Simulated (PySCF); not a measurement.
# Mg⁺: excitation energies in aug-cc-pCVTZ-DK plus 1 even-tempered diffuse shell per l

Each state of magnesium is computed at each level; their differences give the excitation energy. How far do the methods differ?

Program: PySCF 2.14.0. Level of theory: unrestricted determinants in a Gaussian basis, no spin-orbit coupling in the energies. These are calculated values, not measurements, unless marked.

## 1. Starting point

```
Element                                   : magnesium (Z = 12)
Basis                                     : aug-cc-pCVTZ-DK with one added diffuse shell each of s, p, d, f type (9s8p6d4f, 91 functions)
Hamiltonian                               : scalar relativity by spin-free X2C-1e
State 1                                   : Mg⁺: [Ne] 3d1, 2D determinant (an excited configuration)
State 2                                   : Mg⁺: [Ne] 3p1, 2P determinant (an excited configuration)
Needed too, but not shown                 : Mg⁺ [Ne] 3s1 (2S)
Methods                                   : CCSD(T)
Core shells frozen in the correlated runs : all electrons: nothing (for Mg⁺)
```

The outer shells:

Mg+ [Ne] 3d1
```
[Ne] core
3d [↑ ][  ][  ][  ][  ]
```

Mg+ [Ne] 3p1
```
[Ne] core
3p [↑ ][  ][  ]
```

The runs were made by one driver on top of PySCF. The scripts below sum up each run's settings (the driver also hands on starting orbitals that pick excited configurations, and frozen orbitals as a list rather than a count), and the logs come from the driver's own runs. The driver starts from symmetry-adapted Hartree-Fock orbitals, holds the occupation by maximum overlap and uses a logarithmic radial grid for functionals, so a plain start would take other cycles.

The integrals over 91 functions and the set-up took 0.46 s of CPU time.

## 2. Mg⁺ [Ne] 3d1: CCSD(T) (all electrons)

Level: CCSD(T) (all electrons).

input.py

```python
from pyscf import gto, scf, dft, mp, cc
import basis_set_exchange as bse
mol = gto.M(atom="Mg 0 0 0", charge=1, spin=1, symmetry="D2h",
            basis=gto.basis.parse(bse.get_basis("aug-cc-pCVTZ-DK", elements=["Mg"], fmt="nwchem", augment_diffuse=1)),
            nucmod="G")
mf = scf.UHF(mol).sfx2c1e()
mf.irrep_nelec = {'Ag': (2, 2), 'B1g': (1, 0), 'B1u': (1, 1), 'B2u': (1, 1), 'B3u': (1, 1)}
mf.kernel()
mycc = cc.CCSD(mf, frozen=0).run()
mycc.ccsd_t()
```

## 3. Mg⁺ [Ne] 3p1, at CCSD(T) (all electrons)

Level: CCSD(T) (all electrons).

input.py, as its differences from that of step 2:

```diff
@@ -6,3 +6,3 @@
 mf = scf.UHF(mol).sfx2c1e()
-mf.irrep_nelec = {'Ag': (2, 2), 'B1g': (1, 0), 'B1u': (1, 1), 'B2u': (1, 1), 'B3u': (1, 1)}
+mf.irrep_nelec = {'Ag': (2, 2), 'B1u': (1, 1), 'B2u': (2, 1), 'B3u': (1, 1)}
 mf.kernel()
```

Before running it: what results should come out?

As calculated:

| quantity | value |
| --- | --- |
| excitation energy, Mg⁺ → [Ne] 3d1 | UHF 8.640, CCSD(T) (all electrons) 8.817 eV; reference 8.864 |
| excitation energy, Mg⁺ → [Ne] 3p1 | UHF 4.297, CCSD(T) (all electrons) 4.397 eV; reference 4.43 |

Each level's miss (mean over 2 differences):

| method | mean absolute miss against the measured values (with the measured fine structure taken into account where it is known) (eV) |
| --- | --- |
| UHF | 0.178 |
| MP2 (all electrons) | 0.043 |
| SCS-MP2 (all electrons) | 0.074 |
| CCSD (all electrons) | 0.044 |
| CCSD(T) (all electrons) | 0.039 |

**Reading.** Against experiment CCSD(T) (all electrons) comes closest (mean absolute error over 2 measured values 0.04 eV), level with MP2 (all electrons) and UHF is farthest (0.18 eV). All values hold for this basis alone; no basis-set limit was taken.
